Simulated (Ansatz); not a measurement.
# Hg3P2S2: a short molecular-dynamics run

What does Hg3P2S2 do over 30 steps of 0.5 fs under a Nosé-Hoover thermostat at 1200 K? The cell is an element-swapped structure of 14 atoms, taken as it stands, without a relaxation.

Method: DFT revPBE, plane waves, PAW, scalar-relativistic, no spin polarisation, in Ansatz 0.2.0.

The cell holds 14 atoms (Hg6P4S4): a = 7.185 Å, b = 7.185 Å, c = 7.185 Å, α = 109.47°, β = 109.47°, γ = 109.47°.

Coordinates:

```xyz
14
Lattice="-4.1484 4.1484 4.1484 4.1484 -4.1484 4.1484 4.1484 4.1484 -4.1484" Properties=species:S:1:pos:R:3 pbc="T T T"
P     0.3319    0.3319    0.3319
P    -0.3319    3.8165    0.3319
P     0.3319   -0.3319    3.8165
P     3.8165    0.3319   -0.3319
S     2.3895    2.3895    2.3895
S     1.7589    5.9073   -1.7589
S    -1.7589    1.7589    5.9073
S     5.9073   -1.7589    1.7589
Hg    2.7213    0.0000    2.0742
Hg    1.4270    0.0000    6.2226
Hg    2.0742    2.7213    0.0000
Hg    6.2226    1.4270    0.0000
Hg    0.0000    2.0742    2.7213
Hg    0.0000    6.2226    1.4270
```

The structure above is the start of the run; the results belong to its end.

```
                              quantity                             value
                                length                30 steps of 0.5 fs
      temperature, first and last step                   1200 and 1277 K
              temperature, second half  mean 1273 K, from 1263 to 1277 K
         potential energy, second half        -9 meV/atom from the start
largest change of the conserved energy                     0.00 meV/atom
 mean square displacement, second half     P 0.014, S 0.013, Hg 0.002 Å²
```

What this shows: Against a set 1200 K the second half averages 1273 K with a spread of 4 K (in equilibrium 14 atoms would scatter by about 272 K, over a far longer run). The conserved energy strays from its start by at most 0.00 meV/atom, under 0.1 % of the mean kinetic energy, so a step of 0.5 fs is short enough over this time. The farthest move is 0.24 Å, and the mean nearest distance 2.4 Å: no atom has changed site so far. Settings off the usual here: hamiltonian.xc. 15 fs on 14 atoms is far too short and small for converged averages.

**Question.** Which input and command would start the first run of this session?

The input that was used; it is not the only one that fits:

File input.yaml:

```yaml
crystal:
  lattice:
    - [-4.148376, 4.148376, 4.148376]
    - [4.148376, -4.148376, 4.148376]
    - [4.148376, 4.148376, -4.148376]
  atoms:
    - { symbol: P, position: [0.08, 0.08, 0.08] }
    - { symbol: P, position: [0.5, 0.0, 0.42] }
    - { symbol: P, position: [0.42, 0.5, 0.0] }
    - { symbol: P, position: [0.0, 0.42, 0.5] }
    - { symbol: S, position: [0.576, 0.576, 0.576] }
    - { symbol: S, position: [0.5, 0.0, 0.924] }
    - { symbol: S, position: [0.924, 0.5, 0.0] }
    - { symbol: S, position: [0.0, 0.924, 0.5] }
    - { symbol: Hg, position: [0.25, 0.578, 0.328] }
    - { symbol: Hg, position: [0.75, 0.922, 0.172] }
    - { symbol: Hg, position: [0.328, 0.25, 0.578] }
    - { symbol: Hg, position: [0.172, 0.75, 0.922] }
    - { symbol: Hg, position: [0.578, 0.328, 0.25] }
    - { symbol: Hg, position: [0.922, 0.172, 0.75] }
kpoints:
  mp_grid: { grid: [3, 3, 3] }
magnetization:
  spin_polarized: false
scf:
  occupations: { method: fermi_dirac, width: 0.1 }
hamiltonian:
  pseudopotentials: { kind: paw }
  xc: revpbe
basis:
  ecutwfc: 420
md:
  timestep: 0.5
  n_steps: 30
  ensemble: nvt_nose_hoover
  temperature: 1200.0
  initial_velocities: maxwell_boltzmann
  seed: 866210
```

Started as:

```console
$ ansatz run input.yaml --threads 2 --pin off --max-ram 2560MiB --backend cpu --events-out ev --progress --plain --runs-dir out
```
